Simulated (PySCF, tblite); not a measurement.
# C₁₆H₄F₁₂O₂: electronic excitations, NMR shifts

Wanted: electronic excitations, NMR shifts for C₁₆H₄F₁₂O₂ (`Fc1c(F)c(F)c(Oc2cccc(OC3(F)C(F)(F)C(F)(F)C3(F)F)c2)c(F)c1F`).

Computed with tblite 0.8.0 and PySCF 2.14.0 and routines of our own; the level stands in each step. Atoms count from 0.

### 1 The starting structure

34 atoms, charge 0, multiplicity 1; geometry from: force field, distance geometry or constructed start.

### 2 Geometry optimisation with GFN2-xTB

What the job is given:

```
{"job": {"kind": "relax", "xc": "GFN2-xTB", "basis": "xTB"}, "charge": 0, "multiplicity": 1}
F     -5.870900     1.874700    -1.918100
C     -5.012600     1.304400    -1.077800
C     -4.518000     2.013300     0.017500
F     -4.921300     3.283600     0.214300
C     -3.625900     1.418400     0.898200
F     -3.165100     2.115100     1.940300
C     -3.195000     0.112200     0.678300
O     -2.332200    -0.446700     1.598300
C     -1.136200    -0.913700     1.097700
C     -0.772100    -2.215200     1.428000
C      0.440000    -2.727800     0.961600
C      1.291500    -1.932200     0.193600
C      0.936800    -0.612100    -0.091600
O      1.707400     0.254100    -0.837300
C      3.147800     0.089600    -0.823600
F      3.510300    -1.028800    -1.514300
C      3.870700     0.269600     0.557100
F      3.239700     1.062900     1.454600
F      4.182200    -0.872600     1.220800
C      5.028100     0.932600    -0.237800
F      5.691900     1.931700     0.393000
F      5.973300     0.088100    -0.719300
C      3.940100     1.375700    -1.247900
F      3.322200     2.550600    -0.990100
F      4.316100     1.430100    -2.554400
C     -0.286200    -0.103700     0.353100
C     -3.704000    -0.606700    -0.401900
F     -3.349800    -1.886200    -0.596300
C     -4.603000    -0.010000    -1.279800
F     -5.084400    -0.703100    -2.315300
H     -1.425800    -2.834900     2.025100
H      0.719800    -3.749800     1.199000
H      2.216000    -2.372300    -0.170700
H     -0.539300     0.926700     0.134100
```

The run is started by

```console
> OMP_NUM_THREADS=2 python large_run.py task.json out
```

The driver reads the jobs from task.json and runs them one after another.

The program printed:

```text
step      E/eV     max force
  0   -2751.72245    3.376
  1   -2752.05663    1.152
  2   -2752.12122    0.682
  3   -2752.15026    0.473
  4   -2752.16248    0.195
  5   -2752.16586    0.181
  6   -2752.17099    0.164
  7   -2752.17533    0.167
  8   -2752.17964    0.158
  9   -2752.18282    0.161
 10   -2752.18616    0.149
 11   -2752.19031    0.186
 12   -2752.19579    0.185
 13   -2752.20152    0.164
 14   -2752.20582    0.124
 15   -2752.20861    0.096
 16   -2752.20985    0.090
 17   -2752.21336    0.162
 18   -2752.21490    0.137
 19   -2752.21721    0.091
 20   -2752.21863    0.092
 21   -2752.22037    0.090
 22   -2752.22203    0.089
 23   -2752.22368    0.071
 24   -2752.22524    0.076
 25   -2752.22684    0.082
 26   -2752.22845    0.080
 27   -2752.23022    0.086
 28   -2752.23246    0.108
 29   -2752.23564    0.156
 30   -2752.23985    0.168
 31   -2752.24446    0.135
 32   -2752.24872    0.122
 33   -2752.25291    0.129
 34   -2752.25779    0.171
 35   -2752.26355    0.177
 36   -2752.26935    0.158
 37   -2752.27452    0.164
 38   -2752.27907    0.153
 39   -2752.28320    0.161
 40   -2752.28586    0.212
 41   -2752.28874    0.169
 42   -2752.29173    0.099
 43   -2752.29578    0.118
 44   -2752.29799    0.098
 45   -2752.30127    0.096
 46   -2752.30355    0.083
 47   -2752.30538    0.082
 48   -2752.30666    0.100
 49   -2752.30800    0.058
 50   -2752.30922    0.078
 51   -2752.31007    0.066
 52   -2752.31075    0.050
 53   -2752.31168    0.043
 54   -2752.31249    0.051
 55   -2752.31333    0.054
 56   -2752.31418    0.057
 57   -2752.31508    0.059
 58   -2752.31599    0.063
 59   -2752.31688    0.063
 60   -2752.31765    0.060
 61   -2752.31845    0.053
 62   -2752.31921    0.049
 63   -2752.31989    0.036
 64   -2752.32031    0.037
 65   -2752.32098    0.053
 66   -2752.32162    0.050
 67   -2752.32233    0.053
 68   -2752.32299    0.044
 69   -2752.32363    0.054
 70   -2752.32430    0.051
 71   -2752.32501    0.050
 72   -2752.32571    0.050
 73   -2752.32647    0.056
 74   -2752.32734    0.067
 75   -2752.32842    0.072
 76   -2752.32982    0.069
 77   -2752.33161    0.085
 78   -2752.33342    0.114
 79   -2752.33561    0.101
 80   -2752.33788    0.082
 81   -2752.34002    0.075
 82   -2752.34098    0.071
 83   -2752.34264    0.089
 84   -2752.34378    0.083
 85   -2752.34495    0.065
 86   -2752.34574    0.052
 87   -2752.34634    0.051
 88   -2752.34687    0.045
 89   -2752.34753    0.041
 90   -2752.34819    0.045
 91   -2752.34875    0.038
 92   -2752.34928    0.044
 93   -2752.34971    0.039
 94   -2752.35014    0.032
 95   -2752.35060    0.045
 96   -2752.35108    0.045
 97   -2752.35160    0.048
 98   -2752.35216    0.042
 99   -2752.35270    0.039
100   -2752.35315    0.040
101   -2752.35353    0.037
102   -2752.35394    0.033
103   -2752.35440    0.042
104   -2752.35489    0.045
105   -2752.35534    0.057
106   -2752.35576    0.047
107   -2752.35621    0.037
108   -2752.35663    0.039
109   -2752.35710    0.043
110   -2752.35764    0.046
111   -2752.35822    0.044
112   -2752.35877    0.040
113   -2752.35925    0.036
114   -2752.35969    0.040
115   -2752.36016    0.039
116   -2752.36069    0.039
117   -2752.36121    0.040
118   -2752.36164    0.039
119   -2752.36199    0.041
120   -2752.36237    0.035
121   -2752.36277    0.035
122   -2752.36313    0.035
123   -2752.36340    0.033
124   -2752.36369    0.032
125   -2752.36404    0.030
126   -2752.36440    0.035
127   -2752.36472    0.043
128   -2752.36499    0.038
129   -2752.36523    0.025
130   -2752.36544    0.034
131   -2752.36562    0.024
132   -2752.36578    0.023
133   -2752.36595    0.022
134   -2752.36610    0.022
135   -2752.36622    0.018
```

Run time: 2.8 s. Hardware: 2 threads of Arm Neoverse V2, shared host; peak memory 0.18 GiB.

Relaxation path:

| step | energy from step 0 (eV) | largest force (eV/Å) |
| --- | --- | --- |
| 0 | 0.0000 | 3.3763 |
| 1 | -0.3342 | 1.1520 |
| 2 | -0.3988 | 0.6824 |
| 3 | -0.4278 | 0.4729 |
| 4 | -0.4400 | 0.1951 |
| 5 | -0.4434 | 0.1808 |
| 6 | -0.4485 | 0.1640 |
| 7 | -0.4529 | 0.1672 |
| 8 | -0.4572 | 0.1585 |
| 19 | -0.4948 | 0.0904 |
| 30 | -0.5174 | 0.1676 |
| 41 | -0.5663 | 0.1698 |
| 52 | -0.5883 | 0.0505 |
| 63 | -0.5974 | 0.0359 |
| 75 | -0.6060 | 0.0721 |
| 86 | -0.6233 | 0.0513 |
| 97 | -0.6291 | 0.0481 |
| 108 | -0.6342 | 0.0390 |
| 119 | -0.6395 | 0.0418 |
| 131 | -0.6432 | 0.0240 |
| 132 | -0.6433 | 0.0228 |
| 133 | -0.6435 | 0.0216 |
| 134 | -0.6436 | 0.0224 |
| 135 | -0.6438 | 0.0183 |

Distances of close pairs at the start and the end, largest changes first:

| bond | before (Å) | after (Å) | change (Å) |
| --- | --- | --- | --- |
| O13–C14 | 1.450 | 1.340 | -0.109 |
| C6–O7 | 1.380 | 1.349 | -0.031 |
| C22–F24 | 1.361 | 1.333 | -0.028 |
| C12–O13 | 1.378 | 1.404 | +0.026 |
| C16–F18 | 1.357 | 1.336 | -0.021 |
| C19–F20 | 1.355 | 1.336 | -0.020 |
| C19–F21 | 1.356 | 1.337 | -0.019 |
| C2–F3 | 1.347 | 1.331 | -0.016 |

The next job starts from the end point, and lists it.

### 3 Electronic excitations: TDDFT CAM-B3LYP/6-31G*

What the job is given:

```
{"job": {"kind": "uv", "basis": "6-31G*", "grid": 1, "kgrid": 0, "vcut": 1.5, "nstates": 6, "ntriplets": 2, "tda": false, "delta": ["ip_vertical"], "pop": true, "xc": "CAM-B3LYP"}, "charge": 0, "multiplicity": 1}
F     -5.832811     2.120714    -1.881749
C     -4.970684     1.510287    -1.070050
C     -4.910948     1.846600     0.280165
F     -5.715804     2.786961     0.770200
C     -4.004704     1.207219     1.116863
F     -3.951752     1.542914     2.406733
C     -3.142858     0.209034     0.642822
O     -2.353495    -0.418844     1.538169
C     -1.124902    -0.919786     1.157944
C     -0.733177    -2.140417     1.694455
C      0.508899    -2.651735     1.375911
C      1.368916    -1.968782     0.528149
C      0.969037    -0.745043     0.021834
O      1.740950     0.042243    -0.847383
C      3.066209    -0.142476    -0.925153
F      3.418657    -1.299770    -1.568154
C      3.932234     0.022699     0.380963
F      3.227506     0.500310     1.418169
F      4.594300    -1.059736     0.798852
C      4.795120     1.114324    -0.327075
F      4.872865     2.284999     0.311333
F      6.037383     0.713826    -0.615476
C      3.822871     1.080538    -1.551717
F      3.063021     2.177020    -1.651513
F      4.400923     0.866918    -2.733365
C     -0.269066    -0.205347     0.334064
C     -3.234620    -0.126359    -0.713119
F     -2.470140    -1.106637    -1.214547
C     -4.125167     0.521565    -1.562472
F     -4.176039     0.178755    -2.848640
H     -1.408944    -2.671813     2.344284
H      0.817440    -3.603477     1.778321
H      2.319999    -2.405768     0.270331
H     -0.539287     0.756815    -0.070651
```

Method: TDDFT CAM-B3LYP/6-31G*, vertical, gas phase, core orbitals frozen in the response, virtual orbitals cut by energy.

The program printed:

```text
start: PBE on a coarse grid of 33198 points
cycle   1  E = -1958.0791698004  dE =  5.739e+00  |g| = 1.763e+00  |ddm| = 7.269e+00
cycle   2  E = -1955.8600757090  dE =  2.219e+00  |g| = 4.068e+00  |ddm| = 4.939e+00
cycle   3  E = -1958.5808999757  dE = -2.721e+00  |g| = 3.451e-01  |ddm| = 3.681e+00
cycle   4  E = -1958.5990686656  dE = -1.817e-02  |g| = 2.080e-01  |ddm| = 5.247e-01
cycle   5  E = -1958.6071284018  dE = -8.060e-03  |g| = 1.018e-01  |ddm| = 2.990e-01
cycle   6  E = -1958.6096226082  dE = -2.494e-03  |g| = 3.332e-02  |ddm| = 1.343e-01
cycle   7  E = -1958.6098985009  dE = -2.759e-04  |g| = 6.174e-03  |ddm| = 3.831e-02
final grid: 153199 points
cycle   8  E = -1959.8366630311  dE = -1.704e-02  |g| = 2.074e-01  |ddm| = 6.210e-01
cycle   9  E = -1959.8311785310  dE =  5.485e-03  |g| = 2.779e-01  |ddm| = 3.485e-01
cycle  10  E = -1959.8439917376  dE = -1.281e-02  |g| = 1.138e-02  |ddm| = 2.067e-01
cycle  11  E = -1959.8440150084  dE = -2.327e-05  |g| = 6.478e-03  |ddm| = 1.627e-02
cycle  12  E = -1959.8440235011  dE = -8.493e-06  |g| = 2.174e-03  |ddm| = 7.742e-03
cycle  13  E = -1959.8440258445  dE = -2.343e-06  |g| = 3.820e-04  |ddm| = 2.380e-03
cycle  14  E = -1959.8440257266  dE =  1.179e-07  |g| = 1.629e-04  |ddm| = 5.349e-04
cycle  15  E = -1959.8440265197  dE = -7.931e-07  |g| = 4.698e-05  |ddm| = 2.440e-04
converged SCF energy = -1959.8440265197
Vertical ionisation energy (delta-SCF) = 8.6412 eV   <S^2> = 0.777

Static polarisability (au): isotropic 161.175, principal 114.269 152.187 217.069

Singlet excitations
state   eV       nm        f      main configurations
  1   5.3351    232.4   0.00512   H->L+1 0.30, H-2->L 0.27, H->L+2 0.13
  2   5.4387    228.0   0.01727   H->L+2 0.21, H-1->L 0.18, H->L+1 0.15
  3   5.7688    214.9   0.27495   H->L 0.77
  4   6.0432    205.2   0.02580   H->L+5 0.57, H-3->L+5 0.12, H-1->L+5 0.08
  5   6.2320    198.9   0.01289   H-2->L+5 0.54, H-1->L+1 0.10
  6   6.2566    198.2   0.06067   H-2->L+5 0.21, H->L+3 0.17, H-1->L+1 0.17

Triplet excitations (Tamm-Dancoff, eV): 3.9532 4.1188
```

Run time: 4.7 min. Hardware: 2 threads of Arm Neoverse V2, shared host; peak memory 1.7 GiB.

Frontier orbitals and where they lie:

| orbital | eV | atoms |
| --- | --- | --- |
| HOMO−4 | -10.38 | C14 12 %, C16 12 %, C19 11 % |
| HOMO−3 | -9.02 | C25 17 %, C11 14 %, C10 14 % |
| HOMO−2 | -8.69 | C26 19 %, C2 19 %, C4 13 % |
| HOMO−1 | -8.63 | C9 19 %, C12 16 %, C25 14 % |
| HOMO | -8.10 | O7 17 %, C11 14 %, C1 11 % |
| LUMO | 0.35 | C6 18 %, C1 17 %, C8 10 % |
| LUMO+1 | 0.52 | C10 14 %, C25 14 %, C12 10 % |
| LUMO+2 | 0.70 | C4 15 %, C28 14 %, C26 13 % |
| LUMO+3 | 0.86 | C11 10 %, C8 9 %, C6 9 % |

With each of the 6 states as a Gaussian band of 0.4 eV half-width at 1/e, the curve within the window shown has maxima at 213 nm (ε 13,000) L/(mol cm). Beyond the last state computed it falls off for lack of states. The curve at chosen wavelengths:

(nm, ε (L/mol/cm)): (189, 2101), (192, 3263), (195, 4660), (198, 6253), (201, 7986), (203, 9168), (206, 10842), (209, 12169), (212, 12897), (215, 12872), (218, 12094), (221, 10722), (224, 9001), (226, 7790), (229, 6039), (232, 4495), (235, 3232), (238, 2255), (241, 1535), (244, 1024), (247, 670), (249, 501), (252, 320), (255, 201), (258, 125), (261, 76)

Further results of this job:

| property | computed |
| --- | --- |
| dipole moment (D) | 1.94 |
| polarisability (Å³) | 23.88 |
| HOMO–LUMO gap (eV) | 8.45 |
| −ε(HOMO) (eV) | 8.10 |

### 4 NMR shifts: GIAO KT3/pcSseg-1

Settings changed since step 3:

```diff
@@ -1,2 +1,2 @@
-{"job": {"kind": "uv", "basis": "6-31G*", "grid": 1, "kgrid": 0, "vcut": 1.5, "nstates": 6, "ntriplets": 2, "tda": false, "delta": ["ip_vertical"], "pop": true, "xc": "CAM-B3LYP"}, "charge": 0, "multiplicity": 1}
+{"job": {"kind": "nmr", "xc": "KT3", "basis": "pcSseg-1", "pop": false}, "charge": 0, "multiplicity": 1}
 F     -5.832811     2.120714    -1.881749
```

With the program's defaults for keys left out, this is: GIAO KT3/pcSseg-1 NMR shielding, non-relativistic, gas phase.

The program printed:

```text
start: PBE on a coarse grid of 33198 points
cycle   1  E = -1957.5973382673  dE =  5.676e+00  |g| = 1.684e+00  |ddm| = 6.625e+00
cycle   2  E = -1955.7075971549  dE =  1.890e+00  |g| = 3.825e+00  |ddm| = 4.510e+00
cycle   3  E = -1958.0289397256  dE = -2.321e+00  |g| = 3.379e-01  |ddm| = 3.270e+00
cycle   4  E = -1958.0428322123  dE = -1.389e-02  |g| = 2.252e-01  |ddm| = 4.995e-01
cycle   5  E = -1958.0528934907  dE = -1.006e-02  |g| = 9.708e-02  |ddm| = 3.053e-01
cycle   6  E = -1958.0550532940  dE = -2.160e-03  |g| = 3.332e-02  |ddm| = 1.267e-01
cycle   7  E = -1958.0553218036  dE = -2.685e-04  |g| = 7.121e-03  |ddm| = 3.790e-02
final grid: 327417 points
cycle   8  E = -1986.3622063331  dE = -3.517e-02  |g| = 5.987e-01  |ddm| = 9.297e-01
cycle   9  E = -1986.1983438156  dE =  1.639e-01  |g| = 1.180e+00  |ddm| = 1.489e+00
cycle  10  E = -1986.4098551298  dE = -2.115e-01  |g| = 1.123e-01  |ddm| = 1.077e+00
cycle  11  E = -1986.4124086550  dE = -2.554e-03  |g| = 2.910e-02  |ddm| = 1.281e-01
cycle  12  E = -1986.4125773452  dE = -1.687e-04  |g| = 1.039e-02  |ddm| = 3.911e-02
cycle  13  E = -1986.4125979081  dE = -2.056e-05  |g| = 5.238e-03  |ddm| = 1.594e-02
cycle  14  E = -1986.4126058513  dE = -7.943e-06  |g| = 1.119e-03  |ddm| = 6.378e-03
cycle  15  E = -1986.4126070047  dE = -1.153e-06  |g| = 3.633e-04  |ddm| = 1.605e-03
cycle  16  E = -1986.4126058472  dE =  1.157e-06  |g| = 1.541e-04  |ddm| = 5.593e-04
cycle  17  E = -1986.4126081513  dE = -2.304e-06  |g| = 4.872e-05  |ddm| = 2.060e-04
converged SCF energy = -1986.4126081513

GIAO shielding tensors (ppm)
atom      isotropic    diamagn.    paramagn.     s11        s22        s33       span
  0 F      334.029     470.128    -136.098    269.399    282.704    449.985    180.586
  1 C       46.172     266.089    -219.917     19.698     22.840     95.978     76.280
  2 C       45.223     265.234    -220.012     18.927     20.792     95.950     77.024
  3 F      333.280     470.662    -137.383    268.190    282.808    448.841    180.650
  4 C       43.383     251.286    -207.903     13.303     21.880     94.966     81.663
  5 F      325.991     474.003    -148.011    262.706    272.644    442.625    179.918
  6 C       56.390     260.287    -203.897     25.062     29.591    114.517     89.455
  7 O      177.055     402.875    -225.819    102.399    193.285    235.483    133.084
  8 C       31.625     262.741    -231.116    -42.338     35.871    101.341    143.679
  9 C       74.658     252.343    -177.686     -2.839     61.840    164.971    167.811
 10 C       60.920     255.960    -195.041    -36.078     47.788    171.049    207.128
 11 C       78.423     258.691    -180.269      3.346     62.043    169.878    166.532
 12 C       32.764     259.063    -226.299    -39.675     38.221     99.747    139.422
 13 O      172.410     407.415    -235.004    126.342    177.808    213.081     86.739
 14 C       72.627     236.264    -163.638     57.309     76.166     84.405     27.095
 15 F      308.246     475.134    -166.887    253.881    324.026    346.831     92.950
 16 C       64.992     244.184    -179.192     55.963     63.585     75.427     19.464
 17 F      300.632     484.152    -183.521    233.706    316.499    351.690    117.984
 18 F      295.608     469.279    -173.671    231.545    312.822    342.457    110.912
 19 C       64.479     275.683    -211.204     53.859     65.485     74.093     20.234
 20 F      303.200     468.829    -165.628    236.520    320.994    352.087    115.567
 21 F      307.013     456.209    -149.196    236.884    324.350    359.806    122.922
 22 C       65.563     244.624    -179.061     54.606     64.564     77.517     22.911
 23 F      304.678     481.457    -176.778    234.841    325.091    354.104    119.263
 24 F      306.501     462.072    -155.571    239.840    325.319    354.343    114.503
 25 C       81.747     260.655    -178.908     15.553     66.242    163.446    147.893
 26 C       44.634     243.582    -198.948     18.779     22.175     92.947     74.167
 27 F      310.067     478.602    -168.535    219.909    272.725    437.567    217.658
 28 C       45.414     255.800    -210.386     17.770     21.673     96.799     79.028
 29 F      333.439     473.301    -139.862    267.976    285.842    446.498    178.522
 30 H       24.686      31.628      -6.942     20.893     25.169     27.995      7.102
 31 H       24.345      30.386      -6.041     20.590     25.489     26.956      6.367
 32 H       24.667      34.235      -9.568     19.810     24.245     29.947     10.137
 33 H       25.072      40.398     -15.326     20.532     22.120     32.563     12.031
```

Run time: 29 s. Hardware: 2 threads of Arm Neoverse V2, shared host; peak memory 1.1 GiB.

Shifts follow as δ = σ(reference) − σ, with reference shieldings (ppm) from runs at the same level and on the same kind of geometry: 1H TMS 31.76, 13C TMS 184.7, 19F CFCl3 142.4, 17O H2O 330.8. The references are single molecules in the gas phase, so shifts against H2O, NH3, PH3, H3PO4 or CFCl3 are not on the usual liquid scales and can be off by tens of ppm. Atoms listed in one row are averaged.

| atoms | environment | σ (ppm) | δ (ppm) |
| --- | --- | --- | --- |
| C8 | aromatic carbon bearing oxygen | 31.6 | 153.1 |
| C12 | aromatic carbon bearing oxygen | 32.8 | 151.9 |
| C4, C26 | aromatic carbon bearing fluorine | 44.0 | 140.7 |
| C2, C28 | aromatic carbon bearing fluorine | 45.3 | 139.4 |
| C1 | aromatic carbon bearing fluorine | 46.2 | 138.5 |
| C6 | aromatic carbon bearing oxygen | 56.4 | 128.3 |
| C10 | aromatic CH | 60.9 | 123.8 |
| C19 | fully substituted sp3 carbon bonded to 2 F | 64.5 | 120.2 |
| C16, C22 | fully substituted sp3 carbon bonded to 2 F | 65.3 | 119.4 |
| C14 | fully substituted sp3 carbon bonded to F and O | 72.6 | 112.1 |
| C9 | aromatic CH | 74.7 | 110.0 |
| C11 | aromatic CH | 78.4 | 106.3 |
| C25 | aromatic CH | 81.7 | 102.9 |
| H31 | hydrogen on an aromatic CH | 24.34 | 7.41 |
| H32 | hydrogen on an aromatic CH | 24.67 | 7.09 |
| H30 | hydrogen on an aromatic CH | 24.69 | 7.07 |
| H33 | hydrogen on an aromatic CH | 25.07 | 6.68 |
| F18, F24 | fluorine of a CF2 group | 301.1 | -158.6 |
| F17, F23 | fluorine of a CF2 group | 302.7 | -160.2 |
| F20 | fluorine of a CF2 group | 303.2 | -160.8 |
| F21 | fluorine of a CF2 group | 307.0 | -164.6 |
| F15 | fluorine on an sp3 carbon | 308.2 | -165.8 |
| F5, F27 | aryl fluorine | 318.0 | -175.6 |
| F3, F29 | aryl fluorine | 333.4 | -190.9 |
| F0 | aryl fluorine | 334.0 | -191.6 |
| O13 | ether oxygen | 172.4 | 158.4 |
| O7 | ether oxygen | 177.1 | 153.7 |

Ring of atoms C1, C2, C4, C6, C26, C28: NICS(0) -16.2, NICS(1) -11.1, NICS(1)zz -21.7 ppm (means of both faces).

Ring of atoms C8, C9, C10, C11, C12, C25: NICS(0) -10.7, NICS(1) -10.3, NICS(1)zz -24.6 ppm (means of both faces).

Ring of atoms C14, C16, C19, C22: NICS(0) -0.3, NICS(1) -1.8, NICS(1)zz 4.2 ppm (means of both faces). The ring holds saturated atoms, so no π current runs round it: these values come from its σ bonds, any local π bonds and neighbouring rings, and say nothing of aromaticity.

### 5 What came out

```
                                                                quantity                                                                                          value
                                       lowest singlet (CAM-B3LYP/6-31G*)                                                                    5.34 eV (232 nm), f = 0.005
                                brightest single state of those computed                                                                    state 3, 5.77 eV, f = 0.275
                                                          lowest triplet                                                                                        3.95 eV
                                       vertical ionisation energy (ΔSCF)                                                                                        8.64 eV
  13C shifts against TMS (KT3/pcSseg-1, means over atoms taken as alike)  153.1, 151.9, 140.7, 139.4, 138.5, 128.3, 123.8, 120.2, 119.4, 112.1, 110.0, 106.3, 102.9 ppm
                                    1H shifts against TMS (KT3/pcSseg-1)                                                                     7.41, 7.09, 7.07, 6.68 ppm
19F shifts against CFCl3 (KT3/pcSseg-1, means over atoms taken as alike)                             -158.6, -160.2, -160.8, -164.6, -165.8, -175.6, -190.9, -191.6 ppm
                                   17O shifts against H2O (KT3/pcSseg-1)                                                                               158.4, 153.7 ppm
```

In words: The first singlet state (HOMO→LUMO+1 0.30, HOMO−2→LUMO 0.27) lies at 5.34 eV and is weak; of the 6 states computed, the strongest absorption comes from state 3 at 5.77 eV. The lowest triplet lies 1.38 eV below the lowest singlet (triplets in Tamm-Dancoff, singlets in full TDDFT). ΔSCF puts the ionisation energy at 8.64 eV, 0.54 eV above −ε(HOMO). NICS(1)zz of -22 ppm above the planar ring from C1 marks a diatropic (aromatic) ring current. NICS(1)zz of -25 ppm above the planar ring from C8 marks a diatropic (aromatic) ring current.
